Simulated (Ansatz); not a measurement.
# F2Ge4H12: the cost of one run

Program: Ansatz 0.2.0, Gaussian basis. Level of theory: PBE-D4/6-31G. These are calculated values, not measurements.

### 1 The system as given

The start, a known saddle point with all atoms moved at random by about 0.06 Å a coordinate: 18 atoms, charge 0, spin multiplicity 1.

Atoms are counted from 1 here; the program's logs count them from 0.

Bond lengths: Ge1–Ge2 2.396 Å, Ge1–Ge3 2.497 Å, Ge1–Ge4 2.503 Å, Ge1–H5 1.657 Å, Ge2–H10 1.570 Å, Ge2–H11 1.748 Å, Ge2–H12 1.549 Å, Ge3–H13 1.502 Å, Ge3–H14 1.415 Å, Ge3–H15 1.587 Å, Ge4–H16 1.394 Å, Ge4–H17 1.397 Å, Ge4–H18 1.533 Å, H6–F7 1.134 Å, H6–F9 1.147 Å. Angles: Ge2–Ge1–Ge3 109.1°, Ge2–Ge1–Ge4 108.3°, Ge2–Ge1–H5 109.4°, Ge3–Ge1–Ge4 113.6°, Ge3–Ge1–H5 111.8°, Ge4–Ge1–H5 104.5°, Ge1–Ge2–H10 109.3°, Ge1–Ge2–H11 117.2°, Ge1–Ge2–H12 126.1°, H10–Ge2–H11 77.7°, H10–Ge2–H12 105.2°, H11–Ge2–H12 109.7°, Ge1–Ge3–H13 104.2°, Ge1–Ge3–H14 114.9°, Ge1–Ge3–H15 105.6°, H13–Ge3–H14 118.9°, H13–Ge3–H15 107.7°, H14–Ge3–H15 104.6° and more.

Coordinates:

```xyz
18

Ge   -0.5974   -0.0232   -0.8830
Ge   -0.8739    0.7987    1.3508
Ge    1.8276   -0.4456   -1.3034
Ge   -2.0324   -2.0561   -1.1543
H    -1.2261    1.0729   -1.9551
H     1.3737    2.2177    0.9273
F     0.3293    2.5399    0.6271
H     1.3484    1.0209    2.0784
F     2.3330    1.7733    1.3715
H    -1.2681   -0.3918    2.2960
H     0.5076    0.6965    2.4165
H    -1.7813    1.9774    1.7829
H     1.8401   -1.4033   -2.4597
H     2.6324    0.7160   -1.3682
H     2.3518   -1.2258   -0.0242
H    -1.9281   -2.4118   -2.4985
H    -3.3108   -1.6688   -0.7441
H    -1.4681   -3.1219   -0.2073
```

### 2 The search

run/in.yaml

```yaml
crystal:
  periodic: [false, false, false]
  atoms:
    - {symbol: Ge, position_ang: [-0.597440, -0.023212, -0.883015]}
    - {symbol: Ge, position_ang: [-0.873916, 0.798682, 1.350796]}
    - {symbol: Ge, position_ang: [1.827593, -0.445577, -1.303352]}
    - {symbol: Ge, position_ang: [-2.032356, -2.056072, -1.154335]}
    - {symbol: H, position_ang: [-1.226055, 1.072871, -1.955067]}
    - {symbol: H, position_ang: [1.373748, 2.217651, 0.927277]}
    - {symbol: F, position_ang: [0.329274, 2.539873, 0.627061]}
    - {symbol: H, position_ang: [1.348412, 1.020914, 2.078352]}
    - {symbol: F, position_ang: [2.332982, 1.773258, 1.371460]}
    - {symbol: H, position_ang: [-1.268098, -0.391796, 2.295988]}
    - {symbol: H, position_ang: [0.507641, 0.696454, 2.416478]}
    - {symbol: H, position_ang: [-1.781255, 1.977357, 1.782941]}
    - {symbol: H, position_ang: [1.840097, -1.403300, -2.459730]}
    - {symbol: H, position_ang: [2.632443, 0.716012, -1.368178]}
    - {symbol: H, position_ang: [2.351823, -1.225821, -0.024189]}
    - {symbol: H, position_ang: [-1.928053, -2.411824, -2.498459]}
    - {symbol: H, position_ang: [-3.310759, -1.668836, -0.744116]}
    - {symbol: H, position_ang: [-1.468110, -3.121933, -0.207332]}
basis:
  gaussian: {orbitals: 6-31G}
hamiltonian: {xc: pbe, dispersion: d4}
saddle:
  f_tol: 0.1
  max_steps: 40
  mode_guess:
    - [-0.0842, -0.0544, -0.0778]
    - [-0.0292, 0.1439, -0.1794]
    - [-0.0419, 0.0376, 0.0456]
    - [-0.0612, -0.0656, -0.0461]
    - [-0.0526, -0.0387, -0.0641]
    - [0.2875, -0.1175, 0.0475]
    - [-0.0709, -0.2164, 0.1943]
    - [-0.2985, -0.1034, 0.2940]
    - [0.4086, 0.2628, -0.2829]
    - [0.1440, 0.1386, -0.0514]
    - [0.2098, -0.0119, 0.0541]
    - [-0.1441, 0.0410, -0.0483]
    - [0.0808, 0.0543, 0.0406]
    - [-0.0919, 0.0684, 0.1238]
    - [-0.1188, 0.0546, 0.0836]
    - [-0.0926, -0.0288, -0.0626]
    - [-0.0563, -0.0993, 0.0114]
    - [0.0116, -0.0653, -0.0822]
```

Launch:

```bash
> ansatz run in.yaml --threads 4 --pin off --events-out ev --progress --plain --max-ram 63488MiB --backend cpu
```

**Question.** How long does this run take on 4 threads of AMD EPYC 7R13, shared host?

About 4.7 min.
